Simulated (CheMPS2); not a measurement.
# A workflow on InH2F (SMILES [F][InH2]), part 3 of 3

CheMPS2 1.8.12.

## (5) The distorted shape: a single-point energy at DMRG/STO-6G (ground state) (run 14)

integrals.py

```python
import numpy as np
from pyscf import ao2mo, gto, lo, mcscf, scf
from pyscf.tools import fcidump

mol = gto.M(atom=[
    ("F", (-1.905765, -0.731668, 0.220839)),
    ("In", (0.194400, 0.052300, -0.026300)),
    ("H", (1.304300, -0.965100, 0.767900)),
    ("H", (0.188600, 1.481900, -0.950400)),
], basis="sto-6g", verbose=3)
print("basis functions = %d" % (mol.nao))
mf = scf.RHF(mol)
mf.conv_tol = 1e-10
mf.max_cycle = 200
mf.kernel()
if not mf.converged:
    mf = mf.newton().run(mf.mo_coeff, mf.mo_occ)
print("reference energy = %.10f" % (mf.e_tot))
# localise doubly occupied and virtual orbitals apart
mo = mf.mo_coeff.copy()
for a, b in ((19, 30), (30, 34)):
    if b - a > 1:
        mo[:, a:b] = lo.PM(mol, mo[:, a:b]).kernel()
mf.mo_coeff = mo
# FCIDUMP for the DMRG program
cas = mcscf.CASCI(mf, 15, 22)
h1, ecore = cas.get_h1eff()
fcidump.from_integrals("FCIDUMP", h1, cas.get_h2eff(), 15, 22, nuc=ecore, ms=0)
```

dmrg.input

```
FCIDUMP = FCIDUMP
GROUP = 0
MULTIPLICITY = 1
NELECTRONS = 22
IRREP = 0
EXCITATION = 0
SWEEP_STATES = 50, 100, 100
SWEEP_ENERGY_CONV = 1e-04, 1e-04, 1e-06
SWEEP_MAX_SWEEPS = 3, 4, 6
SWEEP_NOISE_PREFAC = 0.05, 0.005, 0.0
SWEEP_DVDSON_RTOL = 3e-04, 3e-04, 3e-05
NOCC = 0
NACT = 15
NVIR = 0
MOLCAS_FIEDLER = TRUE
PRINT_CORR = TRUE
TMP_FOLDER = .
```

On the command line:

```sh
$ python integrals.py && chemps2 --file=dmrg.input
```

Output:

```text
$ python integrals.py
basis functions = 34
converged SCF energy = -5812.72824571776
reference energy = -5812.7282457178

$ chemps2 --file=dmrg.input

Running chemps2 version 1.8.12 () with the following options:

   FCIDUMP            = FCIDUMP
   GROUP              = c1
   MULTIPLICITY       = 1
   NELECTRONS         = 22
   IRREP              = A
   EXCITATION         = 0
   SWEEP_STATES       = [ 50 ; 100 ; 100 ]
   SWEEP_ENERGY_CONV  = [ 0.0001 ; 0.0001 ; 1e-06 ]
   SWEEP_MAX_SWEEPS   = [ 3 ; 4 ; 6 ]
   SWEEP_NOISE_PREFAC = [ 0.05 ; 0.005 ; 0 ]
   SWEEP_DVDSON_RTOL  = [ 0.0003 ; 0.0003 ; 3e-05 ]
   NOCC               = [ 0 ]
   NACT               = [ 15 ]
   NVIR               = [ 0 ]
   MOLCAS_2RDM        =
   MOLCAS_3RDM        =
   MOLCAS_F4RDM       =
   MOLCAS_FOCK        =
   MOLCAS_FIEDLER     = TRUE
   MOLCAS_MPS         = FALSE
   MOLCAS_STATE_AVG   = FALSE
   PRINT_CORR         = TRUE
   TMP_FOLDER         = .

CheMPS2::Hamiltonian : Reading FCIDUMP file FCIDUMP
CheMPS2::Hamiltonian : Finished reading FCIDUMP file FCIDUMP
   EdmistonRuedenberg::FiedlerGlobal : Cost function at start = 154.957451093999
   EdmistonRuedenberg::FiedlerGlobal : Cost function at end   = 27.0527981795957
   EdmistonRuedenberg::FiedlerGlobal : Reordering = [ 9, 8, 0, 10, 12, 11, 13, 14, 7, 6, 1, 4, 2, 5, 3 ].

   CheMPS2: a spin-adapted implementation of DMRG for ab initio quantum chemistry

   Stats: nIt(DAVIDSON) = 14
Energy at sites (13, 14) is -5802.52559884679
   Stats: nIt(DAVIDSON) = 61
Energy at sites (12, 13) is -5806.17351051929
   Stats: nIt(DAVIDSON) = 68
Energy at sites (11, 12) is -5808.70752899536
   Stats: nIt(DAVIDSON) = 48
Energy at sites (10, 11) is -5809.44750966279
   Stats: nIt(DAVIDSON) = 24
Energy at sites (9, 10) is -5809.89937467852
   Stats: nIt(DAVIDSON) = 28
Energy at sites (8, 9) is -5810.44632670478
   Stats: nIt(DAVIDSON) = 36
Energy at sites (7, 8) is -5811.4581406449
   Stats: nIt(DAVIDSON) = 23
Energy at sites (6, 7) is -5811.97076159521
   Stats: nIt(DAVIDSON) = 11
Energy at sites (5, 6) is -5812.14777971434
   Stats: nIt(DAVIDSON) = 17
Energy at sites (4, 5) is -5812.42905828557
   Stats: nIt(DAVIDSON) = 13
Energy at sites (3, 4) is -5812.46684801222
   Stats: nIt(DAVIDSON) = 5
Energy at sites (2, 3) is -5812.46645944566
   Stats: nIt(DAVIDSON) = 1
Energy at sites (1, 2) is -5812.46645944566
******************************************************************
***  Information on left sweep 0 of instruction 0:
***     Elapsed wall time        = 9.144886 seconds
***     Minimum energy           = -5812.46684801222
***     Maximum discarded weight = 0
******************************************************************
   Stats: nIt(DAVIDSON) = 1
Energy at sites (0, 1) is -5812.46645944566
   Stats: nIt(DAVIDSON) = 1
Energy at sites (1, 2) is -5812.46645944566
   Stats: nIt(DAVIDSON) = 1
Energy at sites (2, 3) is -5812.46645944566
   Stats: nIt(DAVIDSON) = 6
Energy at sites (3, 4) is -5812.46684795007
   Stats: nIt(DAVIDSON) = 8
Energy at sites (4, 5) is -5812.46802190946
   Stats: nIt(DAVIDSON) = 6
Energy at sites (5, 6) is -5812.46868953019
   Stats: nIt(DAVIDSON) = 14
Energy at sites (6, 7) is -5812.61474139944
   Stats: nIt(DAVIDSON) = 9
Energy at sites (7, 8) is -5812.63764000265
   Stats: nIt(DAVIDSON) = 6
Energy at sites (8, 9) is -5812.65770539012
   Stats: nIt(DAVIDSON) = 5
Energy at sites (9, 10) is -5812.65985868987
   Stats: nIt(DAVIDSON) = 4
Energy at sites (10, 11) is -5812.66013436793
   Stats: nIt(DAVIDSON) = 1
Energy at sites (11, 12) is -5812.66013436791
   Stats: nIt(DAVIDSON) = 1
Energy at sites (12, 13) is -5812.66013436791
******************************************************************
***  Information on right sweep 0 of instruction 0:
***     Elapsed wall time        = 1.943403 seconds
***     Minimum energy           = -5812.66013436793
***     Maximum discarded weight = 5.6858875951048e-07
***     Energy difference with respect to previous leftright sweep = 5812.66013436791
******************************************************************
[... 13 site updates ...]
******************************************************************
***  Information on left sweep 1 of instruction 0:
***     Elapsed wall time        = 1.765742 seconds
***     Minimum energy           = -5812.81156227727
***     Maximum discarded weight = 5.89109566141965e-06
******************************************************************
[... 13 site updates ...]
******************************************************************
***  Information on right sweep 1 of instruction 0:
***     Elapsed wall time        = 0.803662 seconds
***     Minimum energy           = -5812.8119064642
***     Maximum discarded weight = 2.91282123829286e-06
***     Energy difference with respect to previous leftright sweep = 0.15177208518071
******************************************************************
[... 13 site updates ...]
******************************************************************
***  Information on left sweep 2 of instruction 0:
***     Elapsed wall time        = 0.584535 seconds
***     Minimum energy           = -5812.81195398401
***     Maximum discarded weight = 3.07739111558374e-06
******************************************************************
[... 13 site updates ...]
******************************************************************
***  Information on right sweep 2 of instruction 0:
***     Elapsed wall time        = 0.573523 seconds
***     Minimum energy           = -5812.81199437546
***     Maximum discarded weight = 3.63906607838758e-06
***     Energy difference with respect to previous leftright sweep = 8.78373530213139e-05
******************************************************************
***  Information on completed instruction 0:
***     The reduced virtual dimension DSU(2)               = 50
***     The total number of reduced MPS variables          = 10124
***     Minimum energy encountered during all instructions = -5812.81199437546
***     Minimum energy encountered during the last sweep   = -5812.81199437546
***     Maximum discarded weight during the last sweep     = 3.63906607838758e-06
******************************************************************
[... 13 site updates ...]
******************************************************************
***  Information on left sweep 0 of instruction 1:
***     Elapsed wall time        = 1.030633 seconds
***     Minimum energy           = -5812.8120974779
***     Maximum discarded weight = 1.40421404074512e-07
******************************************************************
[... 13 site updates ...]
******************************************************************
***  Information on right sweep 0 of instruction 1:
***     Elapsed wall time        = 1.162952 seconds
***     Minimum energy           = -5812.81213522234
***     Maximum discarded weight = 4.58251255859562e-07
***     Energy difference with respect to previous leftright sweep = 0.00014093189201958
******************************************************************
[... 13 site updates ...]
******************************************************************
***  Information on left sweep 1 of instruction 1:
***     Elapsed wall time        = 1.093953 seconds
***     Minimum energy           = -5812.81213845563
***     Maximum discarded weight = 6.39663806186033e-07
******************************************************************
[... 13 site updates ...]
******************************************************************
***  Information on right sweep 1 of instruction 1:
***     Elapsed wall time        = 1.08834 seconds
***     Minimum energy           = -5812.81213956657
***     Maximum discarded weight = 7.67678345485397e-07
***     Energy difference with respect to previous leftright sweep = 3.21772313327529e-06
******************************************************************
***  Information on completed instruction 1:
***     The reduced virtual dimension DSU(2)               = 100
***     The total number of reduced MPS variables          = 32169
***     Minimum energy encountered during all instructions = -5812.81213956657
***     Minimum energy encountered during the last sweep   = -5812.81213956657
***     Maximum discarded weight during the last sweep     = 7.67678345485397e-07
******************************************************************
[... 13 site updates ...]
******************************************************************
***  Information on left sweep 0 of instruction 2:
***     Elapsed wall time        = 1.511202 seconds
***     Minimum energy           = -5812.81214033367
***     Maximum discarded weight = 7.92579035790472e-07
******************************************************************
[... 13 site updates ...]
******************************************************************
***  Information on right sweep 0 of instruction 2:
***     Elapsed wall time        = 1.504963 seconds
***     Minimum energy           = -5812.81214035713
***     Maximum discarded weight = 7.96130225880896e-07
***     Energy difference with respect to previous leftright sweep = 3.8980579120107e-07
******************************************************************
***  Information on completed instruction 2:
***     The reduced virtual dimension DSU(2)               = 100
***     The total number of reduced MPS variables          = 31851
***     Minimum energy encountered during all instructions = -5812.81214035713
***     Minimum energy encountered during the last sweep   = -5812.81214035713
***     Maximum discarded weight during the last sweep     = 7.96130225880896e-07
******************************************************************
********************************************
***  2-RDM and Correlations calculation  ***
********************************************
   N(N-1)                     = 462
   Double trace of DMRG 2-RDM = 462
   Econst + 0.5 * trace(2DM-A * Ham) = -5812.81213882987
   NOON of irrep A = [ 1.9998555575802 , 1.99985502906371 , 1.99981503577757 , 1.99965630884362 , 1.99964308880131 , 1.9980320523308 , 1.99776851286022 , 1.97112288182004 , 1.97018788954867 , 1.96613746382469 , 1.89922697838199 , 0.10404579689056 , 0.0364476058464023 , 0.0360909064215023 , 0.0221148920087082 ].
   Single-orbital entropies (Hamiltonian index order is used!) = [ 0.0322831586316572 , 0.0150881827863803 , 0.00441686939019125 , 0.00258156713863341 , 0.00584097823304569 , 0.00464129505285625 , 0.105947909212712 , 0.105941068129032 , 0.199558473249171 , 0.0163375227916116 , 0.288268560088369 , 0.218487374018897 , 0.295768846105713 , 0.112886582590731 , 0.112887442696859 ].
   Idistance(0) = 1.32483671999137
   Idistance(1) = 3.06816922940819
   Idistance(2) = 9.75873260826483
***************************************************
***  Timing information 2-RDM and Correlations  ***
***************************************************
***     Elapsed wall time        = 0.750667 seconds
***************************************************
--------------------------------------------------------
Spin correlation function = 4 * ( < S_i^z S_j^z > - < S_i^z > * < S_j^z > )
Hamiltonian index order is used!

   Columns 1 to 8

    0.004054   -0.000019   -0.000003   -0.000002   -0.000003   -0.000002   -0.000081   -0.000081
   -0.000019    0.001668   -0.000029   -0.000017   -0.000048   -0.000028   -0.000307   -0.000353
   -0.000003   -0.000029    0.000429   -0.000002   -0.000012   -0.000018   -0.000070   -0.000039
[... 11 lines of this table left out ...]
   -0.000062   -0.000132   -0.000091   -0.000033   -0.000135   -0.000073    0.000129   -0.000452

   Columns 9 to 15

    0.000036    0.000002   -0.002541   -0.000040   -0.001194   -0.000063   -0.000062
    0.000049    0.000001   -0.000175   -0.000204   -0.000183   -0.000224   -0.000132
    0.000007    0.000000   -0.000030   -0.000040   -0.000072   -0.000030   -0.000091
[... 11 lines of this table left out ...]
   -0.000284   -0.000762   -0.000622   -0.000287   -0.001853   -0.001586    0.006242

--------------------------------------------------------
Spin-flip correlation function = < S_i^+ S_j^- > + < S_i^- S_j^+ >
Hamiltonian index order is used!

   Columns 1 to 8

    0.004054   -0.000019   -0.000003   -0.000002   -0.000003   -0.000002   -0.000081   -0.000081
   -0.000019    0.001668   -0.000029   -0.000017   -0.000048   -0.000028   -0.000307   -0.000353
   -0.000003   -0.000029    0.000429   -0.000002   -0.000012   -0.000018   -0.000070   -0.000039
[... 11 lines of this table left out ...]
   -0.000062   -0.000132   -0.000091   -0.000033   -0.000135   -0.000073    0.000129   -0.000452

   Columns 9 to 15

    0.000036    0.000002   -0.002541   -0.000040   -0.001194   -0.000063   -0.000062
    0.000049    0.000001   -0.000175   -0.000204   -0.000183   -0.000224   -0.000132
    0.000007    0.000000   -0.000030   -0.000040   -0.000072   -0.000030   -0.000091
[... 11 lines of this table left out ...]
   -0.000284   -0.000762   -0.000622   -0.000287   -0.001853   -0.001586    0.006242

--------------------------------------------------------
Density correlation function = < n_i n_j > - < n_i > * < n_j >
Hamiltonian index order is used!

   Columns 1 to 8

    0.005414    0.000032    0.000007    0.000003    0.000009    0.000006    0.000085    0.000085
    0.000032    0.002323    0.000043    0.000037    0.000071    0.000043    0.000367    0.000370
    0.000007    0.000043    0.000558    0.000019    0.000018    0.000029    0.000077    0.000080
[... 11 lines of this table left out ...]
   -0.000267   -0.000506   -0.000215   -0.000073   -0.000328   -0.000206   -0.053262   -0.002482

   Columns 9 to 15

    0.000866    0.000059    0.002101   -0.001134   -0.006999   -0.000267   -0.000267
    0.000220    0.000005    0.000271   -0.002083   -0.000577   -0.000616   -0.000506
    0.000047    0.000001    0.000069   -0.000376   -0.000217   -0.000138   -0.000215
[... 11 lines of this table left out ...]
   -0.000838   -0.001072   -0.004527    0.000974    0.002452    0.001925    0.058425

--------------------------------------------------------
Singlet diradical correlation function = < d_i,up d_j,down > + < d_i,down d_j,up > - < d_i,up > * < d_j,down > - < d_i,down > * < d_j,up >
Hamiltonian index order is used!

   Columns 1 to 8

   -0.000008    0.000025    0.000005    0.000003    0.000006    0.000004    0.000086    0.000086
    0.000025   -0.000001    0.000036    0.000027    0.000059    0.000035    0.000334    0.000360
    0.000005    0.000036   -0.000000    0.000011    0.000015    0.000023    0.000075    0.000060
[... 11 lines of this table left out ...]
    0.000140    0.000230    0.000118    0.000044    0.000176    0.000122    0.000523    0.000584

   Columns 9 to 15

    0.000410    0.000028    0.002492    0.000449    0.001290    0.000140    0.000140
    0.000086    0.000002    0.000219    0.000236    0.000283    0.000302    0.000230
    0.000020    0.000001    0.000052    0.000074    0.000109    0.000068    0.000118
[... 11 lines of this table left out ...]
    0.000556    0.000793    0.001161    0.000587    0.002220    0.001830   -0.000019

--------------------------------------------------------
Two-orbital mutual information = 0.5 * ( s1(i) + s1(j) - s2(i,j) ) * ( 1 - delta(i,j) )
Hamiltonian index order is used!

   Columns 1 to 8

    0           0.000073    0.000015    0.000026    0.000013    0.000009    0.000139    0.000115
    0.000073    0           0.000319    0.000193    0.000434    0.000258    0.001477    0.001122
    0.000015    0.000319    0           0.000098    0.000225    0.000107    0.000347    0.000170
[... 11 lines of this table left out ...]
    0.000261    0.000901    0.000474    0.000141    0.000721    0.000342    0.069542    0.002231

   Columns 9 to 15

    0.000643    0.000180    0.013181    0.000704    0.009104    0.000262    0.000261
    0.000175    0.000005    0.000660    0.002455    0.000488    0.001302    0.000901
    0.000046    0.000011    0.000173    0.000390    0.000215    0.000200    0.000474
[... 11 lines of this table left out ...]
    0.000469    0.002124    0.003292    0.000661    0.005479    0.006812    0

--------------------------------------------------------
```

Wall time 26 s (1 thread of Arm Neoverse V1, shared host); peak memory 0.12 GiB.

## (6) The series

| run | bond dimension | sweep tol | partner | energy (Eh) | wall time |
| --- | --- | --- | --- | --- | --- |
| 1 | 5 | 1e-07 | base | timeout | 90 s |
| 2 | 10 | 1e-07 | base | -5812.835733 | 15 s |
| 3 | 20 | 1e-07 | base | -5812.841666 | 17 s |
| 4 | 35 | 1e-07 | base | -5812.842965 | 24 s |
| 5 | 50 | 1e-07 | base | -5812.843111 | 23 s |
| 6 | 75 | 1e-07 | base | -5812.843386 | 31 s |
| 7 | 100 | 1e-07 | base | -5812.843394 | 36 s |
| 8 | 5 | 1e-06 | F1–In2 2.26 Å | timeout | 90 s |
| 9 | 10 | 1e-06 | F1–In2 2.26 Å | -5812.808598 | 8.6 s |
| 10 | 20 | 1e-06 | F1–In2 2.26 Å | -5812.811296 | 13 s |
| 11 | 35 | 1e-06 | F1–In2 2.26 Å | -5812.811546 | 15 s |
| 12 | 50 | 1e-06 | F1–In2 2.26 Å | -5812.811936 | 16 s |
| 13 | 75 | 1e-06 | F1–In2 2.26 Å | -5812.812133 | 20 s |
| 14 | 100 | 1e-06 | F1–In2 2.26 Å | -5812.812140 | 26 s |

Convergence of the total energy of singlet InH2F with the bond dimension, against the last point:

| bond dimension | from the last (mEh) | wall time |
| --- | --- | --- |
| 10 | +7.661 | 15 s |
| 20 | +1.728 | 17 s |
| 35 | +0.429 | 24 s |
| 50 | +0.283 | 23 s |
| 75 | +0.009 | 31 s |
| 100 | +0.000 | 36 s |

Convergence of the energy change with the F1–In2 bond stretched from 1.961 to 2.255 Å of singlet InH2F with the bond dimension, against the last point:

| bond dimension | from the last (eV) | wall time |
| --- | --- | --- |
| 10 | -0.1121 | 24 s |
| 20 | -0.0241 | 30 s |
| 35 | +0.0045 | 40 s |
| 50 | -0.0021 | 38 s |
| 75 | -0.0000 | 51 s |
| 100 | +0.0000 | 62 s |

## (7) Summary of results

This closing draws on all 3 parts.

```
                                                                                      quantity           value
                                                         distorted shape, run 14: total energy  -5812.81214 Eh
 energy change with the F1–In2 bond stretched from 1.961 to 2.255 Å (run 2, bond dimension 10)        0.738 eV
 energy change with the F1–In2 bond stretched from 1.961 to 2.255 Å (run 3, bond dimension 20)        0.826 eV
 energy change with the F1–In2 bond stretched from 1.961 to 2.255 Å (run 4, bond dimension 35)        0.855 eV
 energy change with the F1–In2 bond stretched from 1.961 to 2.255 Å (run 5, bond dimension 50)        0.848 eV
 energy change with the F1–In2 bond stretched from 1.961 to 2.255 Å (run 6, bond dimension 75)        0.850 eV
energy change with the F1–In2 bond stretched from 1.961 to 2.255 Å (run 7, bond dimension 100)        0.850 eV
```

For the total energy of singlet InH2F to stay within 5 mEh of the last point, 20 is the first point of the series from which all later ones do (17 s against 36 s). For the total energy of singlet InH2F to stay within 1 mEh of the last point, 35 is the first point of the series from which all later ones do (24 s against 36 s). For the energy change with the F1–In2 bond stretched from 1.961 to 2.255 Å of singlet InH2F to stay within 0.1 eV of the last point, 20 is the first point of the series from which all later ones do (30 s against 62 s). For the energy change with the F1–In2 bond stretched from 1.961 to 2.255 Å of singlet InH2F to stay within 0.02 eV of the last point, 35 is the first point of the series from which all later ones do (40 s against 62 s). In runs 2, 3, 4, 5, 6, 7, 9, 10 and more the basis is minimal, so the values are rough. In runs 2, 3, 4, 5, 6, 7, 9, 10 and more relativity is left out where basis or elements ask for it. All runs together took 7.1 min, the longest 90 s. 2 of the 14 runs did not end normally.
